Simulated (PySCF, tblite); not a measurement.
# C6H11ClSi2: geometry, infrared bands and NMR shifts

Aim: predict the infrared bands and NMR shifts of C6H11ClSi2 (`C=C[Si@@H](Cl)[SiH]1CC=CC1`).

Programs: tblite 0.8.0 and PySCF 2.14.0, with density-fitted response routines of our own. Each step states its level of theory. These are calculated values for one molecule in the gas phase, unless marked as measured. Atoms are numbered from 0 throughout.

## 1. The starting structure

20 atoms, charge 0, multiplicity 1; geometry from: force field or distance geometry start.

Bonds of the start (Å): C0–C1 1.34, C1–Si2 1.85, Si2–Cl3 2.08, Si2–Si4 2.21, Si4–C5 1.87, C5–C6 1.47, C6–C7 1.27, C7–C8 1.46, C8–Si4 1.89, C0–H9 1.09, C0–H10 1.08, C1–H11 1.06, Si2–H12 1.46, Si4–H13 1.45, C5–H14 1.10, C5–H15 1.12, C6–H16 1.13, C7–H17 1.14, C8–H18 1.13, C8–H19 1.10.

## 2. Optimising the geometry with GFN2-xTB

What the job is given:

```
{"job": {"kind": "relax", "xc": "GFN2-xTB", "basis": "xTB"}, "charge": 0, "multiplicity": 1}
C      3.832700     0.356700    -0.504300
C      2.624200     0.853800    -0.820300
Si     1.129600    -0.224300    -0.951000
Cl     1.732500    -2.123800    -0.341600
Si    -0.386300     0.504800     0.481500
C     -1.234100    -0.982000     1.236200
C     -2.330700    -1.148600     0.270100
C     -2.673000    -0.166000    -0.461700
C     -1.971400     1.112500    -0.345200
H      3.989300    -0.704700    -0.311900
H      4.682400     1.027200    -0.431400
H      2.506400     1.891800    -0.983500
H      0.668300    -0.247200    -2.333100
H      0.123100     1.435200     1.475700
H     -0.504400    -1.807300     1.229900
H     -1.596600    -0.748200     2.269000
H     -2.843500    -2.151300     0.216400
H     -3.520100    -0.268300    -1.216600
H     -2.469100     1.785900     0.410400
H     -1.764600     1.614800    -1.301300
```

On the command line:

```console
OMP_NUM_THREADS=1 python probes_run.py task.json out
```

One launch serves the whole session: the jobs run in the order shown.

**Question.** This job is followed by: GFN2-xTB harmonic vibrations, gas phase; GIAO PBE0/pcSseg-1 NMR shielding, non-relativistic, gas phase. What will the session give for the following? strongest single infrared mode (GFN2-xTB); zero-point energy (GFN2-xTB); 13C shifts against TMS (PBE0/pcSseg-1); 1H shifts against TMS (PBE0/pcSseg-1); 29Si shifts against TMS (PBE0/pcSseg-1); 35Cl shifts against HCl (PBE0/pcSseg-1).

As calculated:

| quantity | value |
| --- | --- |
| strongest single infrared mode (GFN2-xTB) | 592 cm⁻¹, 330 km/mol |
| zero-point energy (GFN2-xTB) | 91.9 kcal/mol |
| 13C shifts against TMS (PBE0/pcSseg-1) | 142.6, 140.6, 139.1, 138.0, 19.7, 19.6 ppm |
| 1H shifts against TMS (PBE0/pcSseg-1) | 6.58, 6.43, 6.36, 6.15, 6.08, 5.64, 4.34, 2.12, 2.03, 1.96, 1.81 ppm |
| 29Si shifts against TMS (PBE0/pcSseg-1) | -6.7, -35.8 ppm |
| 35Cl shifts against HCl (PBE0/pcSseg-1) | -83 ppm |

In words: Over 112 steps the energy fell by 0.717 eV; of the close pairs, Si2–Si4 changed most, 2.209 to 2.322 Å. No mode is imaginary among the 54: a minimum at this level. The strongest single mode, at 592 cm⁻¹, moves mainly H13. Unscaled tight-binding wavenumbers are off by several per cent, some by more. Its intensities can rank the bands wrongly. The most deshielded carbon is C0 (terminal =CH2 carbon), at 142.6 ppm: an sp2 carbon of a C=C bond. At PBE0/pcSseg-1: The widest tensor belongs to C0: span 257 ppm, with a paramagnetic part of -206 ppm.
